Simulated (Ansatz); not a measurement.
# CH2OSTe: up Jacob's ladder to CCSD(T)

The task here is to estimate one member of a computed series from the others.

Method: functionals in def2-TZVPP, the program's frozen cores in correlated methods; program: Ansatz 0.2.0, Gaussian basis.

The runs, in order: LDA (SPW92), PBE-D4, revPBE-D4, BLYP-D4, r2SCAN-D4, B97M-V, PBE0-D4, B3LYP-D4, r2SCANh-D4, r2SCAN0-D4, HSE06-D4, BHLYP-D4, CAM-B3LYP-D4, LC-ωPBE, ωB97X-V, ωB97M-V, B2PLYP, PBE-QIDH; CCSD(T)/def2-SVP; CCSD(T)/def2-TZVPP; MP2/def2-QZVPP; extrapolation to the limit; RPA on PBE.

### The geometry

An earlier PBE0-D4 in a triple-zeta def2 set relaxation fixed the geometry. Te takes the def2 core potential; no spin-orbit term is included.

SMILES `OC(=S)[TeH]`, 6 atoms, charge 0, spin multiplicity 1.

Atoms are counted from 1 here; the program's logs count them from 0.

Bond lengths: O1–C2 1.335 Å, O1–H5 0.965 Å, C2–S3 1.608 Å, C2–Te4 2.140 Å, Te4–H6 1.649 Å. Angles: C2–O1–H5 112.4°, O1–C2–S3 121.9°, O1–C2–Te4 113.2°, S3–C2–Te4 124.9°, C2–Te4–H6 92.4°.

The first run:

The input, in.yaml:

```yaml
crystal:
  periodic: [false, false, false]
  atoms:
    - {symbol: O, position_ang: [1.293014, -0.350143, -0.865228]}
    - {symbol: C, position_ang: [0.359018, -0.366023, 0.088304]}
    - {symbol: S, position_ang: [0.422342, -1.395130, 1.321802]}
    - {symbol: Te, position_ang: [-1.178314, 1.091491, -0.211832]}
    - {symbol: H, position_ang: [1.120115, 0.320550, -1.537522]}
    - {symbol: H, position_ang: [-1.974076, 0.635255, 1.158375]}
basis:
  gaussian: {orbitals: def2-TZVPP}
hamiltonian: {xc: lda}
output: {orbitals: {seedname: orbitals}}
```

Command:

```
$ ansatz run in.yaml --threads 2 --pin off --events-out ev --progress --plain --max-ram 4352MiB
```

Steps of the session up to this table: LDA; PBE-D4 (GGA); revPBE-D4 (GGA); BLYP-D4 (GGA); r2SCAN-D4 (meta-GGA); B97M-V (meta-GGA); B3LYP-D4 (hybrid); r2SCANh-D4 (hybrid); r2SCAN0-D4 (hybrid); HSE06-D4 (hybrid); BHLYP-D4 (hybrid); CAM-B3LYP-D4 (range-separated); LC-ωPBE (range-separated); ωB97X-V (range-separated); ωB97M-V (range-separated); B2PLYP (double hybrid); PBE-QIDH (double hybrid).

One table of the session follows, with a row left open; its other results are not shown here.

It belongs to the step «Orbital energies across the functionals». 

| functional | HOMO (eV) | LUMO (eV) | gap (eV) |
| --- | --- | --- | --- |
| LDA (SPW92) | -5.73 | -2.74 | 2.98 |
| PBE-D4 | -5.57 | -2.55 | 3.02 |
| revPBE-D4 | -5.51 | -2.46 | 3.05 |
| BLYP-D4 | -5.39 | -2.46 | 2.93 |
| r2SCAN-D4 | -5.80 | -2.40 | 3.39 |
| B97M-V | -5.81 | -2.43 | 3.38 |
| PBE0-D4 | -6.69 | -1.79 | 4.89 |
| B3LYP-D4 | -6.44 | -2.02 | 4.42 |
| r2SCANh-D4 | -6.21 | -2.11 | 4.10 |
| r2SCAN0-D4 | -6.84 | -1.70 | 5.15 |
| HSE06-D4 | -6.30 | -2.16 | 4.13 |
| BHLYP-D4 | -7.66 | -0.99 | 6.67 |
| CAM-B3LYP-D4 | -7.92 | -0.82 | 7.10 |
| LC-ωPBE | ? | ? | ? |
| ωB97X-V | -8.92 | 0.19 | 9.11 |
| ωB97M-V | -8.76 | 0.04 | 8.79 |

Q: Estimate the row for LC-ωPBE from the others.

The run gave: HOMO (eV): -9.27; LUMO (eV): 0.31; gap (eV): 9.58. In the column «HOMO (eV)» it is the lowest.
